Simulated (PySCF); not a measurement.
**Eu(NH2)3: how tightly the ligands are held**

What does it cost to pull a ligand from Eu(NH2)3? The structure is generated, not taken from experiment.

The runs use PySCF 2.14.0; PBE0, Eu lcecp-1-SVP with ECP52, N def2-SVP, H def2-SVP; scalar-relativistic core potentials, no spin–orbit coupling.

1 further run of the same task is left out (for a known fault of the program).

## 1. The starting structure

10 atoms, charge 0, spin multiplicity 1.

Bond lengths: Eu1–N2 2.210 Å, Eu1–N5 2.210 Å, Eu1–N8 2.210 Å, N2–H3 1.021 Å, N2–H4 1.021 Å, N5–H6 1.021 Å, N5–H7 1.021 Å, N8–H9 1.021 Å, N8–H10 1.021 Å. Angles: N2–Eu1–N5 119.8°, N2–Eu1–N8 119.9°, N5–Eu1–N8 120.4°, Eu1–N2–H3 127.3°, Eu1–N2–H4 127.6°, H3–N2–H4 105.1°, Eu1–N5–H6 127.1°, Eu1–N5–H7 127.9°, H6–N5–H7 105.0°, Eu1–N8–H9 128.0°, Eu1–N8–H10 126.9°, H9–N8–H10 105.1°.

Coordinates:

```mol
EuH6N3
  3D, bonds by distance, orders not assigned

 10  9  0  0  0  0  0  0  0  0999 V2000
   -0.0060   -0.0031    0.0190 Eu  0  0
    2.2036   -0.0010    0.0028 N   0  0
    2.8224    0.8074    0.0810 H   0  0
    2.8270   -0.8041   -0.0934 H   0  0
   -1.1037    1.9043    0.2241 N   0  0
   -0.7021    2.8382    0.3217 H   0  0
   -2.1146    2.0486    0.2304 H   0  0
   -1.1061   -1.9053   -0.2169 N   0  0
   -2.1170   -2.0481   -0.2395 H   0  0
   -0.7035   -2.8369   -0.3292 H   0  0
  1  2  8  0
  1  5  8  0
  1  8  8  0
  2  3  8  0
  2  4  8  0
  5  6  8  0
  5  7  8  0
  8  9  8  0
  8 10  8  0
M  END
```

Formal oxidation states: Eu +3. Each metal's 6 4f electrons lie in its core potential, so multiplicities, spins and levels count the valence alone. An earlier session relaxed this geometry at PBE0, Eu lcecp-1-SVP with ECP52, N def2-SVP, H def2-SVP (singlet, point group C3v).

## 2. NH2 taken off

The ligand (atoms 2, 3, 4) keeps its formal charge and a closed shell where it can; ligand and rest are solved at the complex's geometry, in vacuum, with the settings of the relaxation.

```tsv
part	charge	state	energy (Eh)
complex	0	singlet	-202.939196
ligand	-1	singlet	-55.728436
rest	1	singlet	-146.826075
```

Wall time 1 s (2 threads of Arm Neoverse V1, shared host).

## 3. Rigid scan of NH2

Atoms 2, 3, 4 move together along the line from atom 1; the distance is to the donor, the donors' midpoint or the ring centre. Each point starts from the density of the one before.

```tsv
distance (Å)	energy from the relaxed point (eV)
1.91	0.975
2.01	0.378
2.11	0.082
2.21	0.000
2.31	0.065
2.41	0.229
2.61	0.727
2.91	1.628
3.31	2.775
3.81	3.928
```

It took 15 s on 2 threads of Arm Neoverse V1, shared host.

## 4. Results

```
                    quantity       value
              taking off NH2    10.47 eV
stiffness of the NH2 contact  14.7 eV/Å²
```

What this shows: Taking off NH2 as a fragment of charge -1 costs 10.47 eV, much of it the attraction of the two charges. Near 2.21 Å the NH2 contact has a stiffness of about 14.7 eV/Å², and the energy stands 3.93 eV higher at 3.81 Å. The free anion is solved without diffuse functions, no counterpoise correction is made, and the parts aren't relaxed; each of these makes the binding look larger. The bases are small and lack diffuse functions. Spin–orbit coupling is left out.
